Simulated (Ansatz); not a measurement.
What does this script print? It uses the Ansatz DFT code, driven from Python.

The script, `methods_ch6clpsi.py`:
```python
import ansatz as az

BASIS_SET = "def2-SVP"

GEOMETRY = """
C    -0.83020    0.87460    0.25440
Si   -0.17950   -0.48950   -0.71640
P     1.76260   -1.05050    0.11150
Cl   -1.35740   -2.08710   -0.59400
H    -1.00690    0.65670    1.28140
H    -0.23010    1.81570    0.19210
H    -1.83140    1.21590   -0.14350
H     0.02110   -0.12160   -2.15550
H     1.40060   -1.11860    1.52140
H     2.33420    0.25320    0.25160
"""


def main() -> None:
    ch6clpsi = az.Crystal.molecule()
    for line in GEOMETRY.strip().splitlines():
        symbol, *xyz = line.split()
        ch6clpsi = ch6clpsi.atom(symbol, [float(v) for v in xyz])

    setup = ch6clpsi.calculation().basis(gaussian=BASIS_SET)

    methods = ["mp2", "ccsd", "ccsd_t"]
    batch = az.Session.batch([setup.correlation(m).input() for m in methods])
    reports = sorted(batch.plan().execute().molecular_reports, key=lambda each: each["member"])
    print(f"Hartree-Fock reference {reports[0]['reference_energy_ev'] / 27.211386246:.6f} Ha")
    best = reports[-1]["free_energy_ev"] - reports[-1]["reference_energy_ev"]
    for method, each in zip(methods, reports):
        gained = each["free_energy_ev"] - each["reference_energy_ev"]
        print(f"{method:8s} total {each['free_energy_ev'] / 27.211386246:.6f} Ha  correlation {gained:9.4f} eV  ({100 * gained / best:.1f} % of the last)")


if __name__ == "__main__":
    main()
```

Output of `python methods_ch6clpsi.py`:
```text
Hartree-Fock reference -1130.211217 Ha
mp2      total -1130.710177 Ha  correlation  -13.5774 eV  (86.7 % of the last)
ccsd     total -1130.771804 Ha  correlation  -15.2544 eV  (97.4 % of the last)
ccsd_t   total -1130.786723 Ha  correlation  -15.6603 eV  (100.0 % of the last)
```

Reading the output:
- Total energies depend on the basis set; only differences at equal settings carry meaning.
- The geometry is a force-field or estimated start, not a minimum of this method, and the basis set is short of its limit. A lower total doesn't mark the better method: functionals have no common bound, and MP2 and coupled cluster aren't variational.
- Inner cores stay frozen, so this is valence correlation.
